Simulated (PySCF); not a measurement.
# B2H5NO: NMR shifts and spin-spin couplings at several levels of theory

How much do the NMR shifts and spin-spin couplings of B2H5NO (`BOBN`) depend on the level of theory, and what does each level cost?

Programs: PySCF 2.14.0, with density-fitted response routines of our own. Each step states its level of theory. These are calculated values for one molecule in the gas phase, unless marked as measured. Atoms are numbered from 0 throughout.

### Step 1. The starting structure

9 atoms, charge 0, multiplicity 1; geometry from: PBE0-D3(BJ)/def2-SVP.

Bonds of the start (Å): B0–O1 1.35, O1–B2 1.39, B2–N3 1.39, B0–H4 1.21, B0–H5 1.21, B2–H6 1.21, N3–H7 1.01, N3–H8 1.01.

### Step 2. Shielding tensors: PBE0/6-31G*

Job settings and geometry (Å):

```
{"job": {"kind": "nmr", "xc": "PBE0", "basis": "6-31G*", "pop": true}, "charge": 0, "multiplicity": 1}
B     -1.771294     0.503793     0.348078
O     -0.667106    -0.269775     0.299680
B      0.581165     0.095804    -0.187730
N      1.620770    -0.821402    -0.074962
H     -1.743157     1.644931    -0.066617
H     -2.777963     0.020415     0.817214
H      0.759606     1.179946    -0.694891
H      2.557484    -0.630822    -0.399400
H      1.494722    -1.730995     0.351657
```

Method: GIAO PBE0/6-31G* NMR shielding, non-relativistic, gas phase.

Launch:

```console
$ OMP_NUM_THREADS=1 python probes_run.py task.json out
```

One launch serves the whole session: the jobs run in the order shown.

Log:

```text
coarse grid: 7424 points
cycle   1  E = -182.5172976805  dE =  3.000e-01  |g| = 6.349e-01  |ddm| = 2.598e+00
cycle   2  E = -182.4031101107  dE =  1.142e-01  |g| = 9.950e-01  |ddm| = 1.202e+00
cycle   3  E = -182.5968437874  dE = -1.937e-01  |g| = 8.408e-02  |ddm| = 8.028e-01
cycle   4  E = -182.5980207645  dE = -1.177e-03  |g| = 3.862e-02  |ddm| = 7.312e-02
cycle   5  E = -182.5983182291  dE = -2.975e-04  |g| = 9.988e-03  |ddm| = 3.175e-02
cycle   6  E = -182.5983436554  dE = -2.543e-05  |g| = 9.272e-04  |ddm| = 8.919e-03
cycle   7  E = -182.5983439205  dE = -2.652e-07  |g| = 1.174e-04  |ddm| = 1.343e-03
final grid: 71480 points
cycle   8  E = -182.5687771460  dE = -1.534e-05  |g| = 6.673e-03  |ddm| = 1.483e-02
cycle   9  E = -182.5687680345  dE =  9.112e-06  |g| = 9.630e-03  |ddm| = 1.040e-02
cycle  10  E = -182.5687867677  dE = -1.873e-05  |g| = 8.098e-04  |ddm| = 6.287e-03
cycle  11  E = -182.5687869354  dE = -1.678e-07  |g| = 1.891e-04  |ddm| = 9.145e-04
cycle  12  E = -182.5687869416  dE = -6.135e-09  |g| = 6.653e-05  |ddm| = 1.602e-04
cycle  13  E = -182.5687869425  dE = -9.677e-10  |g| = 7.501e-06  |ddm| = 5.020e-05
converged SCF energy = -182.5687869425

GIAO shielding tensors (ppm)
atom      isotropic    diamagn.    paramagn.     s11        s22        s33       span
  0 B       64.349     196.997    -132.647     22.812     62.105    108.132     85.320
  1 O       97.800     386.295    -288.496    -68.595    -24.053    386.047    454.642
  2 B       85.805     198.227    -112.421     57.351     94.150    105.916     48.565
  3 N      185.394     321.034    -135.640    110.102    219.037    227.042    116.940
  4 H       26.077      30.159      -4.082     25.356     25.975     26.899      1.543
  5 H       26.186      29.564      -3.378     26.050     26.057     26.452      0.402
  6 H       27.066      30.847      -3.781     25.373     26.586     29.239      3.866
  7 H       29.090      29.020       0.069     24.786     26.701     35.781     10.995
  8 H       29.004      29.679      -0.675     24.568     26.132     36.312     11.744
```

Run time: 3.8 s. Hardware: 1 thread of Arm Neoverse V1, shared host; peak memory 0.38 GiB.

The references, computed at this level on geometries of the same kind, shield at (ppm): 1H TMS 31.96, 15N NH3 259.4, 17O H2O 324.2, 11B BF3·OEt2 112.3. Their shielding less the atom's gives the shift. The references are single molecules in the gas phase, so shifts against H2O, NH3, PH3, H3PO4 or CFCl3 are not on the usual liquid scales and can be off by tens of ppm. Atoms listed in one row are averaged.

```tsv
atoms	environment	σ (ppm)	δ (ppm)
H4, H5	hydrogen on a boron bonded to O	26.13	5.83
H6	hydrogen on a boron bonded to N, O	27.07	4.90
H7, H8	hydrogen on a nitrogen bonded to B	29.05	2.92
B0	boron bonded to O, 2 H	64.3	47.9
B2	boron bonded to N, O, H	85.8	26.4
O1	oxygen bonded to 2 B	97.8	226.4
N3	nitrogen bonded to B, 2 H	185.4	74.0
```

The run also stored atomic charges by several schemes (e):

```tsv
atoms	Mulliken	IAO	Hirshfeld	ESP fit
B0	0.18	0.19	0.17	0.44
O1	-0.34	-0.42	-0.19	-0.41
B2	0.36	0.30	0.17	0.63
N3	-0.78	-0.56	-0.23	-1.04
```

Mayer bond orders: B0–O1 1.28, O1–B2 1.06, B2–N3 1.31.

### Step 3. NMR shieldings: PBE0/6-311+G(2d,p)

Same as in step 2 but for these lines:

```diff
@@ -1,2 +1,2 @@
-{"job": {"kind": "nmr", "xc": "PBE0", "basis": "6-31G*", "pop": true}, "charge": 0, "multiplicity": 1}
+{"job": {"kind": "nmr", "xc": "PBE0", "basis": "6-311+G(2d,p)", "pop": true}, "charge": 0, "multiplicity": 1}
 B     -1.771294     0.503793     0.348078
```

Level: GIAO PBE0/6-311+G(2d,p) NMR shielding, non-relativistic, gas phase.

Log:

```text
coarse grid: 7424 points
cycle   1  E = -182.5553966622  dE =  3.014e-01  |g| = 6.627e-01  |ddm| = 2.476e+00
cycle   2  E = -182.4185456134  dE =  1.369e-01  |g| = 1.083e+00  |ddm| = 9.813e-01
cycle   3  E = -182.6375275106  dE = -2.190e-01  |g| = 8.694e-02  |ddm| = 6.190e-01
cycle   4  E = -182.6386260458  dE = -1.099e-03  |g| = 4.673e-02  |ddm| = 6.951e-02
cycle   5  E = -182.6390304082  dE = -4.044e-04  |g| = 1.065e-02  |ddm| = 2.800e-02
cycle   6  E = -182.6390580036  dE = -2.760e-05  |g| = 1.320e-03  |ddm| = 7.845e-03
cycle   7  E = -182.6390584659  dE = -4.623e-07  |g| = 1.684e-04  |ddm| = 1.429e-03
final grid: 71480 points
cycle   8  E = -182.6355015766  dE = -3.527e-05  |g| = 7.368e-03  |ddm| = 4.107e-02
cycle   9  E = -182.6354900896  dE =  1.149e-05  |g| = 1.077e-02  |ddm| = 8.990e-03
cycle  10  E = -182.6355113560  dE = -2.127e-05  |g| = 9.609e-04  |ddm| = 5.174e-03
cycle  11  E = -182.6355115595  dE = -2.035e-07  |g| = 2.750e-04  |ddm| = 8.497e-04
cycle  12  E = -182.6355115721  dE = -1.259e-08  |g| = 1.063e-04  |ddm| = 1.896e-04
cycle  13  E = -182.6355115745  dE = -2.346e-09  |g| = 1.130e-05  |ddm| = 7.177e-05
cycle  14  E = -182.6355115745  dE = -2.859e-11  |g| = 3.815e-06  |ddm| = 1.074e-05
converged SCF energy = -182.6355115745

GIAO shielding tensors (ppm)
atom      isotropic    diamagn.    paramagn.     s11        s22        s33       span
  0 B       52.077     192.568    -140.491      6.739     48.092    101.399     94.660
  1 O       70.827     397.745    -326.918   -100.831    -57.854    371.164    471.995
  2 B       73.375     192.731    -119.356     41.522     82.551     96.052     54.530
  3 N      175.505     317.094    -141.588     89.853    210.279    226.385    136.532
  4 H       25.679      28.806      -3.127     24.824     25.625     26.588      1.764
  5 H       25.853      29.622      -3.769     25.526     25.569     26.466      0.940
  6 H       26.659      29.399      -2.740     25.041     26.264     28.671      3.629
  7 H       28.500      29.864      -1.364     24.414     26.196     34.890     10.476
  8 H       28.304      31.135      -2.831     24.123     25.640     35.149     11.026
```

It took 8.7 s on 1 thread of Arm Neoverse V1, shared host; peak memory 0.59 GiB.

This run: δ B0 50.3, B2 29.0, O1 255.7, N3 86.4, H4 5.74, H6 4.85 ppm (means over like atoms).

### Step 4. NMR shieldings: PBE0/def2-SVP

Same as in step 3 but for these lines:

```diff
@@ -1,2 +1,2 @@
-{"job": {"kind": "nmr", "xc": "PBE0", "basis": "6-311+G(2d,p)", "pop": true}, "charge": 0, "multiplicity": 1}
+{"job": {"kind": "nmr", "xc": "PBE0", "basis": "def2-SVP", "pop": true}, "charge": 0, "multiplicity": 1}
 B     -1.771294     0.503793     0.348078
```

With the program's defaults for keys left out, this is: GIAO PBE0/def2-SVP NMR shielding, non-relativistic, gas phase.

Log:

```text
coarse grid: 7424 points
cycle   1  E = -182.3390702866  dE =  2.757e-01  |g| = 6.196e-01  |ddm| = 2.929e+00
cycle   2  E = -182.2244395116  dE =  1.146e-01  |g| = 9.866e-01  |ddm| = 1.301e+00
cycle   3  E = -182.4143936136  dE = -1.900e-01  |g| = 8.063e-02  |ddm| = 8.757e-01
cycle   4  E = -182.4154285716  dE = -1.035e-03  |g| = 3.949e-02  |ddm| = 7.689e-02
cycle   5  E = -182.4157430387  dE = -3.145e-04  |g| = 9.308e-03  |ddm| = 3.205e-02
cycle   6  E = -182.4157653301  dE = -2.229e-05  |g| = 9.655e-04  |ddm| = 9.228e-03
cycle   7  E = -182.4157656157  dE = -2.855e-07  |g| = 1.085e-04  |ddm| = 1.477e-03
final grid: 71480 points
cycle   8  E = -182.4436333880  dE = -2.105e-05  |g| = 7.019e-03  |ddm| = 1.627e-02
cycle   9  E = -182.4436212719  dE =  1.212e-05  |g| = 1.059e-02  |ddm| = 1.129e-02
cycle  10  E = -182.4436435494  dE = -2.228e-05  |g| = 7.407e-04  |ddm| = 7.208e-03
cycle  11  E = -182.4436436898  dE = -1.404e-07  |g| = 1.883e-04  |ddm| = 9.538e-04
cycle  12  E = -182.4436436957  dE = -5.955e-09  |g| = 7.076e-05  |ddm| = 1.725e-04
cycle  13  E = -182.4436436969  dE = -1.150e-09  |g| = 8.898e-06  |ddm| = 6.052e-05
cycle  14  E = -182.4436436969  dE = -1.700e-11  |g| = 2.647e-06  |ddm| = 1.196e-05
converged SCF energy = -182.4436436969

GIAO shielding tensors (ppm)
atom      isotropic    diamagn.    paramagn.     s11        s22        s33       span
  0 B       60.948     198.053    -137.105     17.262     57.214    108.367     91.105
  1 O       92.768     380.965    -288.198    -84.079    -29.113    391.496    475.575
  2 B       82.523     204.046    -121.523     52.439     90.855    104.275     51.836
  3 N      186.177     307.295    -121.118    103.155    223.933    231.442    128.287
  4 H       25.659      30.879      -5.221     24.773     25.692     26.511      1.738
  5 H       25.836      29.728      -3.892     25.629     25.674     26.205      0.576
  6 H       26.767      32.122      -5.355     25.214     26.152     28.934      3.720
  7 H       28.110      28.817      -0.707     23.737     25.715     34.878     11.140
  8 H       27.955      29.434      -1.479     23.509     25.111     35.244     11.736
```

Run time: 4.5 s. Hardware: 1 thread of Arm Neoverse V1, shared host; peak memory 0.41 GiB.

This run: δ B0 49.7, B2 28.1, O1 250.3, N3 83.7, H4 5.59, H6 4.58 ppm (means over like atoms).

### Step 5. Shielding tensors: PBE0/def2-TZVP

Same as in step 4 but for these lines:

```diff
@@ -1,2 +1,2 @@
-{"job": {"kind": "nmr", "xc": "PBE0", "basis": "def2-SVP", "pop": true}, "charge": 0, "multiplicity": 1}
+{"job": {"kind": "nmr", "xc": "PBE0", "basis": "def2-TZVP", "pop": true}, "charge": 0, "multiplicity": 1}
 B     -1.771294     0.503793     0.348078
```

Method: GIAO PBE0/def2-TZVP NMR shielding, non-relativistic, gas phase.

Log:

```text
coarse grid: 7424 points
cycle   1  E = -182.5711168148  dE =  2.978e-01  |g| = 6.715e-01  |ddm| = 2.080e+00
cycle   2  E = -182.4349445293  dE =  1.362e-01  |g| = 1.088e+00  |ddm| = 9.510e-01
cycle   3  E = -182.6544438997  dE = -2.195e-01  |g| = 8.935e-02  |ddm| = 6.132e-01
cycle   4  E = -182.6556219834  dE = -1.178e-03  |g| = 4.696e-02  |ddm| = 6.956e-02
cycle   5  E = -182.6560270045  dE = -4.050e-04  |g| = 1.091e-02  |ddm| = 2.686e-02
cycle   6  E = -182.6560560135  dE = -2.901e-05  |g| = 1.321e-03  |ddm| = 8.455e-03
cycle   7  E = -182.6560564806  dE = -4.671e-07  |g| = 1.737e-04  |ddm| = 1.572e-03
final grid: 71480 points
cycle   8  E = -182.6502097089  dE = -4.982e-05  |g| = 7.285e-03  |ddm| = 5.044e-02
cycle   9  E = -182.6501984831  dE =  1.123e-05  |g| = 1.070e-02  |ddm| = 8.172e-03
cycle  10  E = -182.6502195903  dE = -2.111e-05  |g| = 9.021e-04  |ddm| = 4.883e-03
cycle  11  E = -182.6502197696  dE = -1.793e-07  |g| = 2.835e-04  |ddm| = 8.320e-04
cycle  12  E = -182.6502197826  dE = -1.304e-08  |g| = 1.060e-04  |ddm| = 1.853e-04
cycle  13  E = -182.6502197850  dE = -2.350e-09  |g| = 1.205e-05  |ddm| = 7.176e-05
cycle  14  E = -182.6502197850  dE = -3.092e-11  |g| = 3.901e-06  |ddm| = 1.092e-05
converged SCF energy = -182.6502197850

GIAO shielding tensors (ppm)
atom      isotropic    diamagn.    paramagn.     s11        s22        s33       span
  0 B       51.761     198.919    -147.158      5.757     47.772    101.752     95.995
  1 O       68.263     379.404    -311.140   -108.646    -62.032    375.467    484.113
  2 B       73.550     197.958    -124.408     40.619     83.332     96.698     56.079
  3 N      177.592     316.660    -139.068     93.118    211.250    228.408    135.290
  4 H       25.642      30.202      -4.559     24.713     25.585     26.629      1.916
  5 H       25.820      29.486      -3.666     25.472     25.506     26.481      1.009
  6 H       26.630      30.666      -4.037     25.065     26.215     28.609      3.544
  7 H       28.411      29.207      -0.796     24.277     26.074     34.880     10.604
  8 H       28.294      29.922      -1.628     24.143     25.617     35.123     10.980
```

Run time: 10 s. Hardware: 1 thread of Arm Neoverse V1, shared host; peak memory 0.63 GiB.

In short: δ B0 50.9, B2 29.1, O1 264.3, N3 88.3, H4 5.75, H6 4.85 ppm (means over like atoms).

### Step 6. Shielding tensors: PBE0/cc-pVDZ

Same as in step 5 but for these lines:

```diff
@@ -1,2 +1,2 @@
-{"job": {"kind": "nmr", "xc": "PBE0", "basis": "def2-TZVP", "pop": true}, "charge": 0, "multiplicity": 1}
+{"job": {"kind": "nmr", "xc": "PBE0", "basis": "cc-pVDZ", "pop": true}, "charge": 0, "multiplicity": 1}
 B     -1.771294     0.503793     0.348078
```

Level: GIAO PBE0/cc-pVDZ NMR shielding, non-relativistic, gas phase.

Log:

```text
coarse grid: 7424 points
cycle   1  E = -182.4987939719  dE =  3.244e-01  |g| = 6.255e-01  |ddm| = 5.658e+00
cycle   2  E = -182.3812026344  dE =  1.176e-01  |g| = 9.984e-01  |ddm| = 2.046e+00
cycle   3  E = -182.5752553815  dE = -1.941e-01  |g| = 8.320e-02  |ddm| = 1.221e+00
cycle   4  E = -182.5763812300  dE = -1.126e-03  |g| = 3.971e-02  |ddm| = 1.566e-01
cycle   5  E = -182.5766965877  dE = -3.154e-04  |g| = 9.704e-03  |ddm| = 6.037e-02
cycle   6  E = -182.5767210378  dE = -2.445e-05  |g| = 9.979e-04  |ddm| = 1.826e-02
cycle   7  E = -182.5767213423  dE = -3.045e-07  |g| = 1.257e-04  |ddm| = 2.635e-03
final grid: 71480 points
cycle   8  E = -182.5842802753  dE = -2.105e-05  |g| = 6.618e-03  |ddm| = 4.087e-02
cycle   9  E = -182.5842712620  dE =  9.013e-06  |g| = 9.566e-03  |ddm| = 2.109e-02
cycle  10  E = -182.5842896643  dE = -1.840e-05  |g| = 8.585e-04  |ddm| = 1.199e-02
cycle  11  E = -182.5842898535  dE = -1.891e-07  |g| = 2.021e-04  |ddm| = 1.856e-03
cycle  12  E = -182.5842898603  dE = -6.834e-09  |g| = 7.507e-05  |ddm| = 3.453e-04
cycle  13  E = -182.5842898615  dE = -1.238e-09  |g| = 9.038e-06  |ddm| = 1.141e-04
cycle  14  E = -182.5842898616  dE = -2.063e-11  |g| = 3.005e-06  |ddm| = 2.229e-05
converged SCF energy = -182.5842898616

GIAO shielding tensors (ppm)
atom      isotropic    diamagn.    paramagn.     s11        s22        s33       span
  0 B       63.965     200.916    -136.951     21.047     60.172    110.677     89.630
  1 O       88.239     370.179    -281.940    -88.979    -35.524    389.221    478.199
  2 B       84.810     206.031    -121.221     55.048     92.924    106.457     51.410
  3 N      188.336     304.982    -116.646    105.324    225.370    234.315    128.991
  4 H       25.546      31.052      -5.506     24.843     25.492     26.303      1.459
  5 H       25.643      30.292      -4.649     25.339     25.408     26.181      0.842
  6 H       26.643      31.956      -5.313     24.978     26.198     28.752      3.774
  7 H       28.090      28.764      -0.674     23.888     25.795     34.587     10.699
  8 H       27.937      29.460      -1.522     23.604     25.089     35.119     11.515
```

Run time: 4.7 s. Hardware: 1 thread of Arm Neoverse V1, shared host; peak memory 0.43 GiB.

This run: δ B0 49.9, B2 29.0, O1 255.1, N3 84.8, H4 5.70, H6 4.65 ppm (means over like atoms).

### Step 7. Nuclear shieldings: PBE0/cc-pVTZ

Same as in step 6 but for these lines:

```diff
@@ -1,2 +1,2 @@
-{"job": {"kind": "nmr", "xc": "PBE0", "basis": "cc-pVDZ", "pop": true}, "charge": 0, "multiplicity": 1}
+{"job": {"kind": "nmr", "xc": "PBE0", "basis": "cc-pVTZ", "pop": true}, "charge": 0, "multiplicity": 1}
 B     -1.771294     0.503793     0.348078
```

Level: GIAO PBE0/cc-pVTZ NMR shielding, non-relativistic, gas phase.

Log:

```text
coarse grid: 7424 points
cycle   1  E = -182.5650290344  dE =  2.966e-01  |g| = 6.695e-01  |ddm| = 6.014e+00
cycle   2  E = -182.4319584299  dE =  1.331e-01  |g| = 1.083e+00  |ddm| = 2.045e+00
cycle   3  E = -182.6474689578  dE = -2.155e-01  |g| = 9.018e-02  |ddm| = 1.255e+00
cycle   4  E = -182.6486902988  dE = -1.221e-03  |g| = 4.594e-02  |ddm| = 1.606e-01
cycle   5  E = -182.6490713790  dE = -3.811e-04  |g| = 1.100e-02  |ddm| = 6.476e-02
cycle   6  E = -182.6491006052  dE = -2.923e-05  |g| = 1.391e-03  |ddm| = 1.859e-02
cycle   7  E = -182.6491011119  dE = -5.067e-07  |g| = 1.788e-04  |ddm| = 3.069e-03
final grid: 71480 points
cycle   8  E = -182.6457074976  dE = -5.560e-05  |g| = 7.333e-03  |ddm| = 7.615e-02
cycle   9  E = -182.6456961418  dE =  1.136e-05  |g| = 1.081e-02  |ddm| = 2.143e-02
cycle  10  E = -182.6457174448  dE = -2.130e-05  |g| = 8.894e-04  |ddm| = 1.243e-02
cycle  11  E = -182.6457176198  dE = -1.750e-07  |g| = 2.722e-04  |ddm| = 1.768e-03
cycle  12  E = -182.6457176312  dE = -1.139e-08  |g| = 1.084e-04  |ddm| = 4.211e-04
cycle  13  E = -182.6457176336  dE = -2.452e-09  |g| = 1.171e-05  |ddm| = 1.622e-04
cycle  14  E = -182.6457176337  dE = -2.916e-11  |g| = 3.780e-06  |ddm| = 2.110e-05
converged SCF energy = -182.6457176337

GIAO shielding tensors (ppm)
atom      isotropic    diamagn.    paramagn.     s11        s22        s33       span
  0 B       52.500     198.397    -145.897      7.301     48.238    101.962     94.661
  1 O       72.149     378.125    -305.976   -104.044    -55.491    375.982    480.026
  2 B       74.310     198.987    -124.678     41.494     84.261     97.174     55.680
  3 N      177.038     304.980    -127.942     92.006    211.020    228.088    136.081
  4 H       25.598      29.986      -4.388     24.665     25.502     26.626      1.962
  5 H       25.762      29.767      -4.005     25.390     25.452     26.444      1.054
  6 H       26.582      30.539      -3.958     24.996     26.181     28.567      3.572
  7 H       27.989      29.580      -1.591     23.749     25.461     34.756     11.007
  8 H       27.906      29.722      -1.816     23.627     25.025     35.066     11.439
```

It took 13 s on 1 thread of Arm Neoverse V1, shared host; peak memory 0.81 GiB.

Key values: δ B0 50.3, B2 28.4, O1 262.7, N3 89.7, H4 5.61, H6 4.71 ppm (means over like atoms).

### Step 8. NMR shieldings: PBE0/aug-cc-pVDZ

Same as in step 7 but for these lines:

```diff
@@ -1,2 +1,2 @@
-{"job": {"kind": "nmr", "xc": "PBE0", "basis": "cc-pVTZ", "pop": true}, "charge": 0, "multiplicity": 1}
+{"job": {"kind": "nmr", "xc": "PBE0", "basis": "aug-cc-pVDZ", "pop": true}, "charge": 0, "multiplicity": 1}
 B     -1.771294     0.503793     0.348078
```

With the program's defaults for keys left out, this is: GIAO PBE0/aug-cc-pVDZ NMR shielding, non-relativistic, gas phase.

Log:

```text
coarse grid: 7424 points
cycle   1  E = -182.5111746393  dE =  3.160e-01  |g| = 6.266e-01  |ddm| = 7.086e+00
cycle   2  E = -182.3851434138  dE =  1.260e-01  |g| = 1.019e+00  |ddm| = 2.209e+00
cycle   3  E = -182.5884294297  dE = -2.033e-01  |g| = 8.102e-02  |ddm| = 1.229e+00
cycle   4  E = -182.5894506890  dE = -1.021e-03  |g| = 4.161e-02  |ddm| = 1.728e-01
cycle   5  E = -182.5897968831  dE = -3.462e-04  |g| = 9.525e-03  |ddm| = 6.569e-02
cycle   6  E = -182.5898204120  dE = -2.353e-05  |g| = 1.098e-03  |ddm| = 2.207e-02
cycle   7  E = -182.5898207707  dE = -3.588e-07  |g| = 1.355e-04  |ddm| = 3.033e-03
final grid: 71480 points
cycle   8  E = -182.5973219705  dE = -2.336e-05  |g| = 6.661e-03  |ddm| = 9.276e-02
cycle   9  E = -182.5973121813  dE =  9.789e-06  |g| = 9.799e-03  |ddm| = 2.250e-02
cycle  10  E = -182.5973314951  dE = -1.931e-05  |g| = 8.148e-04  |ddm| = 1.253e-02
cycle  11  E = -182.5973316674  dE = -1.723e-07  |g| = 2.139e-04  |ddm| = 2.057e-03
cycle  12  E = -182.5973316749  dE = -7.454e-09  |g| = 8.300e-05  |ddm| = 3.838e-04
cycle  13  E = -182.5973316764  dE = -1.515e-09  |g| = 1.049e-05  |ddm| = 1.369e-04
cycle  14  E = -182.5973316764  dE = -2.768e-11  |g| = 3.258e-06  |ddm| = 2.730e-05
converged SCF energy = -182.5973316764

GIAO shielding tensors (ppm)
atom      isotropic    diamagn.    paramagn.     s11        s22        s33       span
  0 B       61.312     235.423    -174.112     16.958     57.619    109.359     92.401
  1 O       88.414     357.431    -269.017    -80.637    -33.027    378.907    459.544
  2 B       80.849     216.256    -135.407     49.245     90.568    102.734     53.490
  3 N      189.251     278.799     -89.547    108.502    224.198    235.054    126.552
  4 H       25.457      31.687      -6.230     24.692     25.456     26.223      1.531
  5 H       25.600      27.420      -1.820     25.245     25.422     26.132      0.887
  6 H       26.485      27.836      -1.350     24.894     26.069     28.492      3.599
  7 H       28.142      34.842      -6.700     24.071     25.732     34.623     10.552
  8 H       27.980      30.724      -2.744     23.900     25.085     34.955     11.054
```

Run time: 9.1 s. Hardware: 1 thread of Arm Neoverse V1, shared host; peak memory 0.6 GiB.

In short: δ B0 48.9, B2 29.3, O1 247.5, N3 80.6, H4 5.87, H6 4.91 ppm (means over like atoms).

(Part 1 of 2 ends here.)
